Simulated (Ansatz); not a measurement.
Run this with Ansatz 0.2.0, Python API and show what comes out.

The script, `run_bend.py`:
```python
"""Bending curve of CH4BNO."""

import ansatz as az
from ase import Atoms


def main() -> None:
    atoms = Atoms(["N", "C", "B", "O", "H", "H", "H", "H"], positions=[
        (-1.0208, 0.9643, -0.4478),
        (0.0464, 0.7809, 0.1226),
        (0.4699, -0.6818, 0.4053),
        (-0.2714, -1.8011, 0.0385),
        (-1.37, 1.9668, -0.6745),
        (0.6911, 1.6257, 0.4143),
        (1.5604, -0.8777, 0.9656),
        (-0.0134, -2.0343, -0.8798),
    ])

    # start the scan from a relaxed geometry
    first = (
        az.Crystal.molecule_from_ase(atoms).calculation()
        .basis(gaussian="6-31G*")  # atom-centred Gaussian functions
        .functional("HF")
        .relax(force_tolerance=0.02, max_steps=80)
    )
    atoms.positions = first.run(threads=1, backend="cpu").report["positions_ang"]

    rows = []
    for angle in [90, 100, 110, 120, 135, 150, 165, 179]:
        bent = atoms.copy()
        bent.set_angle(1, 0, 4, angle, indices=[4])
        job = az.Crystal.molecule_from_ase(bent).calculation()
        job = job.basis(gaussian="6-31G*")
        job = job.functional("HF")
        rows.append((angle, job.run(threads=1, backend="cpu").report["free_energy_ev"]))
    floor = min(e for _, e in rows)
    for angle, e in rows:
        print(f"angle C1-N0-H4 = {angle:3d} deg   {1000 * (e - floor):9.1f} meV")


if __name__ == "__main__":
    main()
```

```console
$ python run_bend.py
angle C1-N0-H4 =  90 deg       573.4 meV
angle C1-N0-H4 = 100 deg       167.5 meV
angle C1-N0-H4 = 110 deg         0.0 meV
angle C1-N0-H4 = 120 deg        29.5 meV
angle C1-N0-H4 = 135 deg       347.3 meV
angle C1-N0-H4 = 150 deg       846.3 meV
angle C1-N0-H4 = 165 deg      1332.1 meV
angle C1-N0-H4 = 179 deg      1597.5 meV
```

The scan is rigid, and the energies are electronic, in a modest basis. The zero is the lowest point of the grid, which needn't be the minimum. Run time: 23 s on 1 thread of Arm Neoverse V1, with other jobs on the host, peak memory 0.2 GiB.
